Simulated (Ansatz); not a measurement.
# CoPdO2: the cost of one run

Computed with Ansatz 0.2.0 (DFT PBE+U (U_eff = 3.3 eV on Co 3d), scalar-relativistic, plane waves, PAW, unless a step's input says otherwise).

## Step 1: Starting point

Symmetry: R-3m, No. 166, trigonal system. Conventional cell: a = 2.858 Å, b = 2.858 Å, c = 17.768 Å, α = 90.00°, β = 90.00°, γ = 120.00°. Around Co (site symmetry -3m) lie 6 O at 1.91 Å. Pd (site symmetry -3m) is surrounded by 2 O at 2.00 Å. O (site symmetry 3m) is surrounded by 3 Co at 1.91 Å and 1 Pd at 2.00 Å.

As a file:

```
CELL_PARAMETERS angstrom
1.42876 0.82489 5.92272
-1.42876 0.82489 5.92272
0.00000 -1.64979 5.92272
ATOMIC_POSITIONS crystal
Co 0.50000 0.50000 0.50000
Pd 0.00000 0.00000 0.00000
O 0.88752 0.88752 0.88752
O 0.11248 0.11248 0.11248
```

This cell comes from an earlier session at PBE+U (U_eff = 3.3 eV on Co 3d): 10.471 Å³/atom at 0.02 GPa, on a 8×8×8 mesh.

## Step 2: Coarse mesh, to find the state of the open shells

File input.yaml:

```yaml
crystal:
  lattice:
    - [1.42875895, 0.8248943644, 5.9227228508]
    - [-1.42875895, 0.8248943644, 5.9227228508]
    - [0.0, -1.6497887288, 5.9227228508]
  atoms:
    - { symbol: Co, position: [0.5, 0.5, 0.5], spin: 3.0 }
    - { symbol: Pd, position: [0.0, 0.0, 0.0], spin: -2.0 }
    - { symbol: O, position: [0.8875207375, 0.8875207375, 0.8875207375] }
    - { symbol: O, position: [0.1124792625, 0.1124792625, 0.1124792625] }
basis:
  ecutwfc: 300
  ecutrho_ratio: 4
kpoints:
  mp_grid: { grid: [6, 6, 6] }
hamiltonian:
  xc: pbe
  hubbard: { sites: [{ species: Co, l: d, u_eff: 3.3 }] }
scf:
  occupations: { method: gaussian, width: 0.05 }
output:
  forces: true
  stress: true
  eigenvalues: true
  populations: true
  hubbard: { sites: [{ species: Co, l: d }] }
magnetization:
  spin_polarized: true
```

Launch:

```console
ansatz run input.yaml --threads 1 --pin off --max-ram 2560MiB --backend cpu --events-out ev --progress --plain --runs-dir out
```

Q: Estimate wall time and peak memory on 1 thread of Arm Neoverse V1, shared host.

About 56 s, with a peak of 0.52 GiB.
